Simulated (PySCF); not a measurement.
**C4H14AsGa: geometry, NMR shifts**

What NMR shifts should C4H14AsGa (`C[CH](C)[Ga@@H-]([CH3])[AsH3+]`) show?

Programs: PySCF 2.14.0, with density-fitted response routines of our own. Each step states its level of theory. These are calculated values for one molecule in the gas phase, unless marked as measured. Atoms are numbered from 0 throughout.

## Step 1: Starting geometry

20 atoms, charge 0, multiplicity 1; geometry from: GFN2-xTB.

Bonds of the start (Å): C0–C1 1.53, C1–C2 1.53, C1–Ga3 2.07, Ga3–C4 2.04, Ga3–As5 2.92, C0–H6 1.09, C0–H7 1.09, C0–H8 1.10, C1–H9 1.10, C2–H10 1.10, C2–H11 1.09, C2–H12 1.09, Ga3–H13 1.61, C4–H14 1.09, C4–H15 1.09, C4–H16 1.10, As5–H17 1.50, As5–H18 1.49, As5–H19 1.49.

## Step 2: Relaxing the molecule at PBE0-D3(BJ)/def2-SVP

Job settings and geometry (Å):

```
{"job": {"xc": "PBE0", "basis": "def2-SVP", "d3": "d3bj", "grid": 1, "kind": "geom"}, "charge": 0, "multiplicity": 1}
C      1.552685     0.454213    -1.193504
C      1.458016     0.227021     0.316612
C      1.809296    -1.217831     0.676316
Ga    -0.454419     0.617637     1.005993
C     -1.626718     2.224733     0.574460
As    -1.765661    -1.334293    -0.721612
H      2.564275     0.272006    -1.560206
H      1.277315     1.480348    -1.446005
H      0.872892    -0.224648    -1.722897
H      2.198525     0.885060     0.795680
H      1.120148    -1.908144     0.175184
H      2.826413    -1.473432     0.374249
H      1.717454    -1.370697     1.754773
H     -0.953499    -0.354792     2.188383
H     -1.655816     2.951927     1.391767
H     -1.279678     2.754596    -0.318581
H     -2.659096     1.905029     0.391281
H     -2.368059    -1.620452    -2.066980
H     -1.532951    -2.795902    -0.526039
H     -3.106272    -1.461703    -0.091911
```

**Question.** This job is followed by: GIAO PBE0/aug-cc-pVDZ NMR shielding, non-relativistic, gas phase; GIAO PBE0/pcSseg-0 NMR shielding, non-relativistic, gas phase. Predict these results of the whole session: point group; rotational constants (main isotopes); 13C shifts against TMS (PBE0/aug-cc-pVDZ); 1H shifts against TMS (PBE0/aug-cc-pVDZ, means over atoms taken as alike); 71Ga shifts against GaH4- (PBE0/aug-cc-pVDZ); 75As shifts against AsH3 (PBE0/aug-cc-pVDZ); range of the shift of As5.

As calculated:

```
                                                                 quantity                                    value
                                                              point group                                       C1
                                     rotational constants (main isotopes)                     1.57, 1.02, 0.78 GHz
                                13C shifts against TMS (PBE0/aug-cc-pVDZ)               23.3, 22.4, 19.1, -8.9 ppm
1H shifts against TMS (PBE0/aug-cc-pVDZ, means over atoms taken as alike)  5.10, 3.36, 1.21, 1.19, 0.72, -0.29 ppm
                             71Ga shifts against GaH4- (PBE0/aug-cc-pVDZ)                                  327 ppm
                              75As shifts against AsH3 (PBE0/aug-cc-pVDZ)                                   78 ppm
                                                range of the shift of As5                             26 to 78 ppm
```

In words: Over 11 steps the energy fell by 0.291 eV; of the close pairs, Ga3–As5 changed most, 2.918 to 2.703 Å. At PBE0/aug-cc-pVDZ: The largest span, 208 ppm, is at Ga3, where the paramagnetic term is -1083 ppm. Across the 2 runs the shift of As5 moves most, between 26 (PBE0/pcSseg-0) and 78 ppm (PBE0/aug-cc-pVDZ). Part of that comes from the computed reference. Spin-orbit coupling is left out, which matters for shieldings and couplings at and beside the heavy atoms.
